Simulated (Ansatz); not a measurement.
# W: the cost of one run

Computed, not measured: Ansatz 0.2.0, DFT, PBEsol, spin-orbit coupling, plane waves, PAW.

The COD cell was measured well above room temperature, so it is larger than a cold one.

### Step 1. The system as given

Symmetry: Im-3m, No. 229, cubic system. The conventional cell has a = 3.210 Å, b = 3.210 Å, c = 3.210 Å, α = 90.00°, β = 90.00°, γ = 90.00°. W (site symmetry m-3m) is surrounded by 8 W at 2.78 Å.

Its coordinates follow in the input file.

It starts from an earlier solution of the starting cell (checkpoint.read).

### Step 2. The relaxation

Input file input.yaml:

```yaml
crystal:
  lattice:
    - [0.0, 3.21039908, 0.0]
    - [1.60519954, -1.60519954, 1.60519954]
    - [-3.21039908, 0.0, 3.21039908]
  atoms:
    - { symbol: W, position: [0.0, 0.0, 0.0], spin: 1, spin_axis: [-0.70711, 0.0, 0.70711] }
    - { symbol: W, position: [0.5, 0.0, 0.5], spin: 1, spin_axis: [-0.70711, 0.0, 0.70711] }
  symmetry: { tolerance: 0.0003 }
kpoints:
  mp_grid: { grid: [8, 8, 4], shift: [0, 0, 0] }
magnetization:
  noncollinear: true
  spin_orbit: true
scf:
  occupations: { method: fermi_dirac }
  lower_state_search: "off"
hamiltonian:
  pseudopotentials: { kind: paw_fr }
  xc: pbesol
basis:
  ecutwfc: 420
  fft_grid_basis: typed
relax:
  max_steps: 80
  cell: { p_target: 0.0 }
  f_tol: 0.03
output:
  forces: true
  stress: true
  eigenvalues: true
  bader: true
  populations: true
  elf: true
  write_potential: true
  volumetric_format: npy
  dos:
    e_range: [-12, 8]
    de: 0.05
    projected: { site_lists: { W: [W] } }
    method: { smearing: { sigma: 0.1, scheme: gaussian } }
checkpoint:
  read: saved_state
```

Command:

```sh
$ ansatz run input.yaml --threads 2 --pin off --max-ram 3584MiB --backend cpu --events-out ev --progress --plain --runs-dir out
```

What time and memory should one allow on 2 threads of Arm Neoverse V1, shared host?

About 1.9 min, with a peak of 0.49 GiB.
